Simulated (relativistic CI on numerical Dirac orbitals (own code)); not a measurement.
**Mo³⁺: 4p photoemission multiplets**

Wanted: the shape of the 4p photoemission spectrum of Mo³⁺ in 3 surroundings, from the same atomic integrals.

Method: Dirac-Coulomb-Breit CI, KLI orbitals optimised for each configuration, model QED (radiative potential, 1s self-energy scaled to tabulated hydrogen-like ionisation energies), valence Slater integrals scaled by 0.8, multiplet model of photoemission in the sudden approximation in a parametric crystal field. Code: relativistic CI on numerical Dirac orbitals (own code) version 3.

## 1. Starting point

- ion: Mo³⁺ (Mo IV)
- nuclear charge: 42
- electrons: 39
- configurations: [Kr] 4d3 → [Ar] 3d10 4s2 4p5 4d3
- temperature: 300 K
- widths: Lorentz 1.68 eV, Gauss 0.6 eV
- surrounding 1: Oh, 10Dq = 47400 cm⁻¹
- surrounding 2: D4h, 10Dq = 10750, Ds = 1390, Dt = -30 cm⁻¹
- surrounding 3: Oh, 10Dq = 15850 cm⁻¹

## 2. Surrounding 1: Oh, 10Dq = 47400

Input settings:

```ini
atom Mo  Z=42  charge=3  electrons=39
nucleus A=98  rms_radius_fm=4.4091
hamiltonian dirac-coulomb  breit=on  qed=on  c_scale=1
orbitals kli  potential=per-configuration
slater_scale 0.8
correlation none
mixing on
configurations
  [Kr] 4d3
  [Ar] 3d10 4s2 4p5 4d3
end
photoemission 4p T=300 lorentz=1.68 gauss=0.6
crystal_field Oh 10Dq=47400
```

Main fields of the result record, rounded:

```text
status: converged
curve, one point in 4 above 2 % of the maximum [energy, intensity] [eV; 1/eV]:
  - [67.6, 0.003363]
  - [68.4, 0.004141]
  - [69.2, 0.005235]
  - [70, 0.006852]
  - [70.8, 0.009398]
  - [71.6, 0.01377]
  - [72.4, 0.02228]
  - [73.2, 0.04211]
  - [74, 0.09422]
  - [74.8, 0.16]
  - [75.6, 0.1548]
  - [76.4, 0.1156]
  - [77.2, 0.0854]
  - [78, 0.04991]
  - [78.8, 0.03438]
  - [79.6, 0.03394]
  - [80.4, 0.04441]
  - [81.2, 0.05376]
  - [82, 0.05051]
  - [82.8, 0.03531]
  - [83.6, 0.02306]
  - [84.4, 0.01932]
  - [85.2, 0.01448]
  - [86, 0.01004]
  - [86.8, 0.008292]
  - [87.6, 0.007256]
  - [88.4, 0.006891]
  - [89.2, 0.00777]
  - [90, 0.01092]
  - [90.8, 0.01544]
  - [91.6, 0.01675]
  - [92.4, 0.01228]
  - [93.2, 0.007697]
  - [94, 0.005352]
  - [94.8, 0.003728]
sticks, the strongest [energy, strength] [eV, share]:
  - [74.68, 0.2871]
  - [75.49, 0.0747]
  - [75.5, 0.1129]
  - [76.06, 0.07177]
  - [76.87, 0.02071]
  - [77, 0.0173]
  - [77.09, 0.05433]
  - [77.18, 0.01693]
  - [80.75, 0.01878]
  - [80.82, 0.01669]
  - [81.27, 0.01488]
  - [81.5, 0.02564]
  - [82.13, 0.02215]
  - [82.26, 0.0173]
centroid [eV]: 78.1995
spread [eV]: 4.70818
peak [eV]: 75.0
ground_S: 1.49876
radial 4p5 4d3 [Ha, bohr]: {"<r^-3>(4p)": 60.596, "<r^1>(4p)": 1.1918, "<r^2>(4p)": 1.6161, "<r^4>(4p)": 3.9982, "zeta(4p)": 0.06376, "<r^-3>(4d)": 5.6424, "<r^1>(4d)": 1.5068, "<r^2>(4d)": 2.6315, "<r^4>(4d)": 11.427, "F2(4d,4d)": 0.30735, "F4(4d,4d)": 0.20333, "F2(4p,4d)": 0.33229, "G1(4p,4d)": 0.41593, "G3(4p,4d)": 0.25594, "zeta(4d)": 0.0041083}
```

It took 0.39 s on 1 thread, shared host.

## 3. Surrounding 2: D4h, 10Dq = 10750, Ds = 1390, Dt = -30

The settings differ from step 2 so:

```diff
@@ -12,2 +12,2 @@
 photoemission 4p T=300 lorentz=1.68 gauss=0.6
-crystal_field Oh 10Dq=47400
+crystal_field D4h 10Dq=10750 Ds=1390 Dt=-30
```

Result record:

```text
status: converged
curve, one point in 6 above 2 % of the maximum [energy, intensity] [eV; 1/eV]:
  - [67.2, 0.003108]
  - [68.4, 0.004231]
  - [69.6, 0.006137]
  - [70.8, 0.009808]
  - [72, 0.0185]
  - [73.2, 0.04777]
  - [74.4, 0.1384]
  - [75.6, 0.1374]
  - [76.8, 0.09593]
  - [78, 0.06238]
  - [79.2, 0.05451]
  - [80.4, 0.04679]
  - [81.6, 0.02528]
  - [82.8, 0.01434]
  - [84, 0.01314]
  - [85.2, 0.01669]
  - [86.4, 0.01416]
  - [87.6, 0.01732]
  - [88.8, 0.02989]
  - [90, 0.01998]
  - [91.2, 0.009833]
  - [92.4, 0.007157]
  - [93.6, 0.003252]
sticks, the strongest [energy, strength] [eV, share]:
  - [74.44, 0.07004]
  - [74.46, 0.03406]
  - [74.47, 0.1087]
  - [74.48, 0.03642]
  - [75.15, 0.0415]
  - [75.23, 0.02997]
  - [75.24, 0.02887]
  - [75.67, 0.01827]
centroid [eV]: 78.1953
spread [eV]: 4.72797
peak [eV]: 74.8
ground_S: 1.49707
```

It took 0.37 s on 1 thread, shared host.

## 4. Surrounding 3: Oh, 10Dq = 15850

The settings differ from step 3 so:

```diff
@@ -12,2 +12,2 @@
 photoemission 4p T=300 lorentz=1.68 gauss=0.6
-crystal_field D4h 10Dq=10750 Ds=1390 Dt=-30
+crystal_field Oh 10Dq=15850
```

Result record:

```text
status: converged
curve, one point in 6 above 2 % of the maximum [energy, intensity] [eV; 1/eV]:
  - [67.4, 0.003248]
  - [68.6, 0.004457]
  - [69.8, 0.006536]
  - [71, 0.01063]
  - [72.2, 0.02066]
  - [73.4, 0.0562]
  - [74.6, 0.151]
  - [75.8, 0.1323]
  - [77, 0.08762]
  - [78.2, 0.05577]
  - [79.4, 0.05164]
  - [80.6, 0.04793]
  - [81.8, 0.02814]
  - [83, 0.01502]
  - [84.2, 0.01133]
  - [85.4, 0.01429]
  - [86.6, 0.01734]
  - [87.8, 0.0154]
  - [89, 0.02383]
  - [90.2, 0.02342]
  - [91.4, 0.008915]
  - [92.6, 0.005856]
  - [93.8, 0.003685]
sticks, the strongest [energy, strength] [eV, share]:
  - [74.54, 0.2704]
  - [75.29, 0.06622]
  - [75.31, 0.1014]
  - [75.84, 0.05724]
  - [76.59, 0.02393]
  - [77.26, 0.0219]
  - [89.67, 0.01706]
  - [89.96, 0.01441]
centroid [eV]: 78.1969
spread [eV]: 4.72031
peak [eV]: 75.0
ground_S: 1.49785
```

Run time: 0.39 s. Hardware: 1 thread, shared host.

## 5. Comparison

| surrounding | ground S | centroid (eV) | spread (eV) | up to four highest peaks (% of the highest), eV |
| --- | --- | --- | --- | --- |
| 1: Oh | 1.50 | 78.20 | 4.71 | 75.0 (100), 81.4 (33), 91.4 (10) |
| 2: D4h | 1.50 | 78.20 | 4.73 | 74.8 (100), 79.4 (36), 85.4 (11), 89.0 (20) |
| 3: Oh | 1.50 | 78.20 | 4.72 | 75.0 (100), 79.6 (33), 86.4 (11), 89.6 (18) |

## 6. What came out

| quantity | value |
| --- | --- |
| highest peak, first run | 75.0 eV |
| ground spin (effective S from ⟨S²⟩) | 1.50 |

**Reading.** The highest peak stays in place, within the step of the energy grid, in all surroundings. Energies are those of the free ion without screening by ligands; binding energies in solids differ by tens of eV.
